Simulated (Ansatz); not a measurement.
Debugging the interaction energy of a dimer with the counterpoise correction of BCl₂H, SMILES ClBCl (the Ansatz DFT code, driven from Python).

`dimer_bcl2h.py`:
```python
# -*- coding: utf-8 -*-
"""Binding of a BCl2H dimer at a trial geometry."""

import ansatz as az

FIRST = [
    ("Cl", (-1.598, -0.7275, 0.0193)),
    ("B", (-0.0105, 0.1515, -0.0767)),
    ("Cl", (1.4298, -0.6137, 0.7136)),
    ("H", (0.1787, 1.1898, -0.6561)),
]
SECOND = [
    ("Cl", (2.2846, -3.7391, -3.7686)),
    ("B", (0.9122, -4.0872, -2.6294)),
    ("Cl", (0.4942, -2.8256, -1.3974)),
    ("H", (0.2258, -5.0762, -2.6449)),
]

def energy(atoms, ghosts=()):
    molecule = az.Crystal.molecule()
    for symbol, xyz in atoms:
        molecule = molecule.atom(symbol, xyz)
    calc = (
        molecule.calculation()
        .basis(gaussian="cc-pVDZ")
        .functional("pbe")
    )
    deck = calc.input()
    if ghosts:
        deck = deck.set(az.key.basis.gaussian.ghost_atoms, [{"symbol": s, "position_ang": list(xyz)} for s, xyz in ghosts])
    return az.Session.from_dict(deck).execute().report["free_energy_ev"]

# monomers in their own basis and in the basis of the dimer
both = energy(FIRST + SECOND)
alone = energy(FIRST) + energy(SECOND)
ghosted = energy(FIRST, SECOND) + energy(SECOND, FIRST)
print(f"dimer {both:.6f} eV")
print(f"interaction, uncorrected   {(both - alone):8.3f} eV")
print(f"interaction, counterpoise  {(both - ghosted):8.3f} eV")
print(f"basis-set superposition    {(alone - ghosted):8.3f} eV")
```

Output of `python dimer_bcl2h.py`:
```text
Traceback (most recent call last):
  File "dimer_bcl2h.py", line 34, in <module>
    both = energy(FIRST + SECOND)
  File "dimer_bcl2h.py", line 31, in energy
    return az.Session.from_dict(deck).execute().report["free_energy_ev"]
           ^^^^^^^^^^^^^^^^^^^^^^^^^^^^^^^^^^
AttributeError: 'ansatz.Session' object has no attribute 'execute'
```

Why does it end like this?

The fault: a session has to be planned before it's executed. The correction:

```diff
--- before
+++ after
@@ -30,3 +30,3 @@
         deck = deck.set(az.key.basis.gaussian.ghost_atoms, [{"symbol": s, "position_ang": list(xyz)} for s, xyz in ghosts])
-    return az.Session.from_dict(deck).execute().report["free_energy_ev"]
+    return az.Session.from_dict(deck).plan().execute().report["free_energy_ev"]
```

After the fix:

```console
$ python dimer_bcl2h.py
dimer -51456.956350 eV
interaction, uncorrected      0.126 eV
interaction, counterpoise     0.151 eV
basis-set superposition       0.025 eV
```

Total energies depend on the basis set; only differences at equal settings carry meaning. The dimer is a generated trial pose of unrelaxed monomers, not a minimum, so the figure is no binding energy, and the basis set is small. This level lacks the dispersion part of the attraction (electrostatics and induction are there), which can decide the sign where the interaction is weak. Timing: 11 s on 1 thread of Arm Neoverse V2, with other jobs on the host, peak memory 0.22 GiB.
